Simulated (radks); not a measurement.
# Taking charge from the 4p level of Nd¹⁶⁺ in fractions

What happens to E and to the 4p eigenvalue of Nd¹⁶⁺ when a fraction of an electron is removed? The exact functional would give straight lines between whole numbers for a frontier level.

Program: radks (a radial shooting solver on a logarithmic mesh, Libxc functionals) version 1. Level of theory: scalar-relativistic Kohn-Sham, PBE, spin-polarised, spherical densities, point nucleus; open shells are filled with parallel spins first. These are calculated values, not measurements, unless marked.

## (1) The atom as given

```
element       : neodymium (Z = 60)
charge        : +16
electrons     : 44
configuration : [Ar] 3d10 4s2 4p(up 3, down 3) 4d8
```

A shell typed twice in an input gives spin up, then spin down.

## (2) Start: [Ar] 3d10 4s2 4p(up 3, down 3) 4d8

Settings of this run:

```text
Z 60
configuration [Ar] 3d10 4s2 4p3 4p3 4d8
relativity scalar-relativistic
functional pbe,pbe
spin polarised
nucleus point
c 137.035999084
```

## (3) 0.25 electron removed from 4p

Settings of this run:

```text
Z 60
configuration [Ar] 3d10 4s2 4p3 4p2.75 4d8
relativity scalar-relativistic
functional pbe,pbe
spin polarised
nucleus point
c 137.035999084
```

## (4) 0.5 electron removed from 4p

Settings of this run:

```text
Z 60
configuration [Ar] 3d10 4s2 4p3 4p2.5 4d8
relativity scalar-relativistic
functional pbe,pbe
spin polarised
nucleus point
c 137.035999084
```

## (5) 0.75 electron removed from 4p

Settings of this run:

```text
Z 60
configuration [Ar] 3d10 4s2 4p3 4p2.25 4d8
relativity scalar-relativistic
functional pbe,pbe
spin polarised
nucleus point
c 137.035999084
```

## (6) 1 electron removed from 4p

Settings of this run:

```text
Z 60
configuration [Ar] 3d10 4s2 4p3 4p2 4d8
relativity scalar-relativistic
functional pbe,pbe
spin polarised
nucleus point
c 137.035999084
```

**Question.** What will these runs give? Wanted: for each run, removed; E − E(0); eigenvalue; E minus straight line.

As calculated:

| removed (e) | E − E(0) (eV) | eigenvalue (eV) | E minus straight line (eV) |
| --- | --- | --- | --- |
| 0 | 0.000 | -554.12 | 0.000 |
| 0.25 | 139.53 | -562.69 | -3.222 |
| 0.5 | 281.20 | -571.28 | -4.300 |
| 0.75 | 425.02 | -579.89 | -3.228 |
| 1 | 571.00 | -588.53 | 0.000 |

Removing the whole electron costs 571.00 eV, against 554.12 eV from minus the starting eigenvalue. Slater's transition state, half an electron removed, gives 571.28 eV. The trapezoid integral of minus the eigenvalue gives 571.30 eV over the range, against 571.00 eV from the energies (Janak's theorem; approximate here, since the scalar-relativistic density holds large components alone). The eigenvalue moves by 34.4 eV per electron. E bends below the straight line by 4.30 eV at 0.5 electron removed.
